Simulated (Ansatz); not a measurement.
Crystal: VBiO4.

```xyz
12
Lattice="-2.5611 2.5611 5.7961 2.5611 -2.5611 5.7961 2.5611 2.5611 -5.7961" Properties=species:S:1:pos:R:3 pbc="T T T"
Bi    0.0000    2.5611    2.8980
Bi    0.0000    0.0000    0.0000
V     2.5611    0.0000    2.8980
V     0.0000    0.0000    5.7961
O     1.2804    1.8387    0.9172
O     1.8387    1.2806    3.8153
O     1.2806    0.7224    6.7133
O     3.2834   -1.2806    3.8153
O    -0.7224    1.2806    4.8788
O     1.2804   -0.7224    1.9808
O     3.8417    0.7224    1.9808
O     3.2834    1.2804   -0.9172
```

Measurements of this composition are mostly on another form, of space group No. 15.

```yaml
Program: Ansatz 0.2.0
Task: relaxation of cell and atoms
Functional: PBE
Potentials_or_basis: Ansatz PAW
Cutoff: "420 eV (not typed: the program's choice for these potentials)"
k_mesh: 7 × 7 × 7
Occupations: fermi-dirac, width 0.05 eV
Spin: collinear spin, ferromagnetic start
Starting_moments: "[0.0, 0.0, 2.0, 2.0, 0.0, 0.0, 0.0, 0.0, 0.0, 0.0, 0.0, 0.0] μB"
```

At the start: volume 12.67 Å³/atom.

Question: Where does the relaxation end?

Answer: It ends after 8 steps and the volume is 13.10 Å³/atom (+3.4 %); space group I4_1/a (No. 88, to 0.05 Å); moment 0.00 μB per cell.

The path:
```tsv
step	energy change (eV)	largest force (eV/Å)	volume (Å³)
1	0.0000	0.1239	152.07
2	0.0236	0.2402	161.16
3	-0.0454	0.0293	157.16
4	-0.0480	0.0126	156.90
5	-0.0483	0.0012	156.88
6	-0.0706	0.0009	156.88
7	-0.0698	0.0012	157.17
8	-0.0709	0.0012	157.17
```

Final structure:
```xyz
12
Lattice="-2.5828 2.5828 5.8902 2.5828 -2.5828 5.8902 2.5828 2.5828 -5.8902" Properties=species:S:1:pos:R:3 pbc="T T T"
Bi    0.0000    2.5828    2.9451
Bi    0.0000    0.0000    0.0000
V     2.5828    0.0000    2.9451
V     0.0000    0.0000    5.8902
O     1.2959    1.8678    0.9199
O     1.8678    1.2869    3.8650
O     1.2869    0.7150    6.8101
O     3.2978   -1.2869    3.8650
O    -0.7150    1.2869    4.9703
O     1.2959   -0.7150    2.0252
O     3.8697    0.7150    2.0252
O     3.2978    1.2959   -0.9199
```

Caveat: the plane-wave basis is chosen anew once the cell has moved, so the energies of steps on either side of that aren't comparable; the pressure holds a Pulay correction of +0.6 GPa for the finite cutoff; the starting moments weren't kept.
